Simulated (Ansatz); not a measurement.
# GeNH (singlet): wave-function methods side by side at angle Ge1–N2–H3 = 156.8°, cc-pVDZ

An exercise on one series of results from a longer session: the logs are not shown, and one member is left open.

Method: cc-pVDZ, core rule «outside noble gas», up to 15 orbitals frozen; program: Ansatz 0.2.0, Gaussian basis.

To be run: UHF; CCSD(T) on RHF; CCSD(T) on UHF; BCCD(T) on RHF; CISD; CCSDT(Q) on RHF; CCSDT(Q) on UHF; CCSDTQ on RHF; CASSCF and MRCISD+Q, 2 electrons in 2 orbitals; CASSCF and NEVPT2, 2 electrons in 2 orbitals; CASSCF and MRCISD+Q, 10 electrons in 9 orbitals; CASSCF and MRCISD+Q(relaxed), 10 electrons in 9 orbitals; CASSCF and NEVPT2, 10 electrons in 9 orbitals.

**The system**

The geometry derives from a PBE0/def2-TZVP stationary point (not a proven minimum). One angle is set to the value named; bond lengths are kept. No spin-orbit coupling is included. The filled d shell of Ge may be among the frozen orbitals whatever the setting's name suggests; the logs give the count.

3 atoms, charge 0, spin multiplicity 1.

Atoms are counted from 1 here; the program's logs count them from 0.

Bond lengths: Ge1–N2 1.644 Å, N2–H3 1.003 Å. Angles: Ge1–N2–H3 156.8°.

The first run:

in.yaml

```yaml
crystal:
  periodic: [false, false, false]
  atoms:
    - {symbol: Ge, position_ang: [0.153231, 0.000000, 1.401283]}
    - {symbol: N, position_ang: [-0.177424, 0.000000, -0.209541]}
    - {symbol: H, position_ang: [0.024193, 0.000000, -1.191742]}
basis:
  gaussian: {orbitals: cc-pVDZ}
magnetization: {spin_polarized: true, initial_magnetization: 0}
hamiltonian: {xc: hf}
output: {orbitals: {seedname: orbitals}}
```

On the command line:

```console
$ ansatz run in.yaml --threads 1 --pin off --events-out ev --progress --plain --max-ram 2816MiB --backend cpu
```

Steps of the session up to this table: UHF; CCSD(T) on RHF; CCSD(T) on UHF; BCCD(T) on RHF; CISD; CCSDT(Q) on RHF; CCSDT(Q) on UHF; CCSDTQ on RHF; CASSCF and MRCISD+Q, 2 electrons in 2 orbitals; CASSCF and NEVPT2, 2 electrons in 2 orbitals; CASSCF and MRCISD+Q, 10 electrons in 9 orbitals; CASSCF and MRCISD+Q(relaxed), 10 electrons in 9 orbitals; CASSCF and NEVPT2, 10 electrons in 9 orbitals.

One table of the session follows, with a row left open; its other results are not shown here.

```
                   method  from RCCSDTQ (meV)
                      RHF             +7695.0
                      UHF             +7690.3
                     RMP2              +656.1
                    RCCSD              +411.7
                 RCCSD(T)               +52.2
                  BCCD(T)                   ?
                   RCCSDT               +37.6
                RCCSDT(Q)               -10.2
                  RCCSDTQ                   0
              CASSCF pair             +7010.0
              NEVPT2 pair              +752.8
              MRCISD pair              +860.4
            MRCISD+Q pair              +188.1
           CASSCF valence             +3836.2
           NEVPT2 valence             +1004.8
           MRCISD valence              +281.3
         MRCISD+Q valence               +76.0
MRCISD+Q(relaxed) valence               -11.3
```

Q: Estimate the row for BCCD(T) from the others.

The run gave: from RCCSDTQ (meV): +52.9. In the column «from RCCSDTQ (meV)» it lies between RCCSD(T) (+52.2) and MRCISD+Q valence (+76.0).
